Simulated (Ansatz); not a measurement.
Geometry optimisation, DFT LDA, scalar-relativistic, plane waves, PAW in Ansatz 0.2.0.

Input file:

```yaml
crystal:
  lattice:
    - [10.86, 0.0, 0.0]
    - [0.0, 10.86, 0.0]
    - [0.0, 0.0, 10.86]
  atoms:
    - { symbol: Si, position: [0.5, 0.0, 0.0] }
    - { symbol: Ge, position: [0.75, 0.25, 0.0], spin: 1.0 }
    - { symbol: Si, position: [0.875, 0.375, 0.125] }
    - { symbol: Si, position: [0.75, 0.0, 0.25] }
    - { symbol: Si, position: [0.875, 0.125, 0.375] }
    - { symbol: Si, position: [0.0, 0.0, 0.0] }
    - { symbol: Si, position: [0.125, 0.125, 0.125] }
    - { symbol: Si, position: [0.25, 0.25, 0.0] }
    - { symbol: Si, position: [0.375, 0.375, 0.125] }
    - { symbol: Si, position: [0.5, 0.5, 0.0] }
    - { symbol: Si, position: [0.625, 0.625, 0.125] }
    - { symbol: Si, position: [0.75, 0.75, 0.0] }
    - { symbol: Si, position: [0.875, 0.875, 0.125] }
    - { symbol: Si, position: [0.25, 0.0, 0.25] }
    - { symbol: Si, position: [0.375, 0.125, 0.375] }
    - { symbol: Si, position: [0.5, 0.25, 0.25] }
    - { symbol: Si, position: [0.625, 0.375, 0.375] }
    - { symbol: Si, position: [0.75, 0.5, 0.25] }
    - { symbol: Si, position: [0.875, 0.625, 0.375] }
    - { symbol: Si, position: [0.5, 0.0, 0.5] }
    - { symbol: Si, position: [0.625, 0.125, 0.625] }
    - { symbol: Si, position: [0.75, 0.25, 0.5] }
    - { symbol: Si, position: [0.875, 0.375, 0.625] }
    - { symbol: Si, position: [0.75, 0.0, 0.75] }
    - { symbol: Si, position: [0.875, 0.125, 0.875] }
    - { symbol: Si, position: [0.0, 0.5, 0.0] }
    - { symbol: Si, position: [0.125, 0.625, 0.125] }
    - { symbol: Si, position: [0.25, 0.75, 0.0] }
    - { symbol: Si, position: [0.375, 0.875, 0.125] }
    - { symbol: Si, position: [0.0, 0.25, 0.25] }
    - { symbol: Si, position: [0.125, 0.375, 0.375] }
    - { symbol: Si, position: [0.25, 0.5, 0.25] }
    - { symbol: Si, position: [0.375, 0.625, 0.375] }
    - { symbol: Si, position: [0.5, 0.75, 0.25] }
    - { symbol: Si, position: [0.625, 0.875, 0.375] }
    - { symbol: Si, position: [0.0, 0.0, 0.5] }
    - { symbol: Si, position: [0.125, 0.125, 0.625] }
    - { symbol: Si, position: [0.25, 0.25, 0.5] }
    - { symbol: Si, position: [0.375, 0.375, 0.625] }
    - { symbol: Si, position: [0.5, 0.5, 0.5] }
    - { symbol: Si, position: [0.625, 0.625, 0.625] }
    - { symbol: Si, position: [0.75, 0.75, 0.5] }
    - { symbol: Si, position: [0.875, 0.875, 0.625] }
    - { symbol: Si, position: [0.25, 0.0, 0.75] }
    - { symbol: Si, position: [0.375, 0.125, 0.875] }
    - { symbol: Si, position: [0.5, 0.25, 0.75] }
    - { symbol: Si, position: [0.625, 0.375, 0.875] }
    - { symbol: Si, position: [0.75, 0.5, 0.75] }
    - { symbol: Si, position: [0.875, 0.625, 0.875] }
    - { symbol: Si, position: [0.0, 0.75, 0.25] }
    - { symbol: Si, position: [0.125, 0.875, 0.375] }
    - { symbol: Si, position: [0.0, 0.5, 0.5] }
    - { symbol: Si, position: [0.125, 0.625, 0.625] }
    - { symbol: Si, position: [0.25, 0.75, 0.5] }
    - { symbol: Si, position: [0.375, 0.875, 0.625] }
    - { symbol: Si, position: [0.0, 0.25, 0.75] }
    - { symbol: Si, position: [0.125, 0.375, 0.875] }
    - { symbol: Si, position: [0.25, 0.5, 0.75] }
    - { symbol: Si, position: [0.375, 0.625, 0.875] }
    - { symbol: Si, position: [0.5, 0.75, 0.75] }
    - { symbol: Si, position: [0.625, 0.875, 0.875] }
    - { symbol: Si, position: [0.0, 0.75, 0.75] }
    - { symbol: Si, position: [0.125, 0.875, 0.875] }
magnetization:
  spin_polarized: true
total_charge: -1
basis:
  ecutwfc: 420.0
kpoints:
  mp_grid: { grid: [1, 1, 1] }
hamiltonian:
  xc: lda
  pseudopotentials: { kind: paw, azcp: { folder: soft_1 } }
scf:
  occupations: { method: fermi_dirac, width: 0.05 }
  lower_state_search: "off"
relax:
  f_tol: 0.03
  max_steps: 60
  adjacent_minimum: "off"
```

Run as:

```bash
$ ansatz run input.yaml --threads 4 --pin off --max-ram 10240MiB --backend cpu --events-out ev --progress --plain --runs-dir out
```

Where does it end, and by what steps?

It converged. The force dipped under the threshold on the way, but the program's further checks kept it going. Limits of this set-up: coarse k mesh, PAW files made for another functional, a typed lattice constant that wasn't relaxed here, charged cell in a uniform background, uncorrected. After 13 steps the energy has fallen by 0.153 eV; Ge2 moved furthest, 0.50 Å.

| step | energy less start (eV) | largest force component (eV/Å) | accepted |
| --- | --- | --- | --- |
| 0 | 0.0000 | 0.441 | yes |
| 1 | -0.0770 | 0.177 | yes |
| 2 | -0.1053 | 0.063 | yes |
| 3 | -0.1102 | 0.106 | yes |
| 4 | -0.1170 | 0.060 | yes |
| 5 | -0.1206 | 0.038 | yes |
| 6 | -0.1250 | 0.043 | yes |
| 7 | -0.1316 | 0.062 | yes |
| 8 | -0.1395 | 0.076 | yes |
| 9 | -0.1282 | 0.093 | no |
| 10 | -0.1482 | 0.060 | yes |
| 11 | -0.1518 | 0.045 | yes |
| 12 | -0.1532 | 0.023 | yes |
| 13 | -0.1532 | 0.023 | yes |

```xyz
63
Lattice="10.8600 0.0000 0.0000 0.0000 10.8600 0.0000 0.0000 0.0000 10.8600" Properties=species:S:1:pos:R:3
Si 5.266 -0.164 -0.226
Ge 7.855 2.425 0.290
Si 9.445 4.015 1.307
Si 8.371 -0.164 2.879
Si 9.543 1.428 4.068
Si 0.013 0.033 -0.051
Si 1.361 1.361 1.354
Si 2.711 2.719 -0.004
Si 4.077 4.113 1.287
Si 5.463 5.443 -0.051
Si 6.791 6.791 1.354
Si 8.149 8.141 -0.004
Si 9.543 9.507 1.287
Si 2.740 0.009 2.706
Si 4.066 1.362 4.079
Si 5.266 2.941 2.879
Si 6.858 4.113 4.068
Si 8.196 5.443 2.682
Si 9.500 6.815 4.073
Si 5.439 0.009 5.405
Si 6.791 1.361 6.784
Si 8.149 2.719 5.434
Si 9.511 4.081 6.770
Si 8.196 0.033 8.132
Si 9.445 1.408 9.560
Si -0.028 5.402 -0.028
Si 1.326 6.756 1.376
Si 2.687 8.117 0.017
Si 4.066 9.496 1.353
Si 0.013 2.766 2.682
Si 1.385 4.070 4.073
Si 2.740 5.423 2.734
Si 4.083 6.816 4.062
Si 5.439 8.170 2.706
Si 6.792 9.496 4.079
Si -0.007 -0.019 5.405
Si 1.326 1.339 6.819
Si 2.687 2.698 5.458
Si 4.072 4.070 6.760
Si 5.411 5.423 5.405
Si 6.769 6.756 6.819
Si 8.128 8.117 5.458
Si 9.500 9.502 6.760
Si 2.740 -0.019 8.152
Si 4.077 1.428 9.462
Si 5.463 2.766 8.132
Si 6.838 4.015 9.560
Si 8.173 5.402 8.173
Si 9.511 6.805 9.494
Si -0.007 8.170 2.734
Si 1.386 9.513 4.062
Si 0.003 5.433 5.406
Si 1.359 6.789 6.786
Si 2.717 8.147 5.428
Si 4.083 9.513 6.759
Si -0.028 2.743 8.173
Si 1.375 4.081 9.494
Si 2.739 5.433 8.142
Si 4.072 6.815 9.505
Si 5.411 8.170 8.152
Si 6.858 9.507 9.462
Si 0.003 8.169 8.142
Si 1.385 9.502 9.505
```

Whether the end is a true minimum wasn't checked by a vibrational analysis.

The run took 2.2 min on 4 threads of Arm Neoverse V1, on a shared host, peak memory 1.6 GiB.
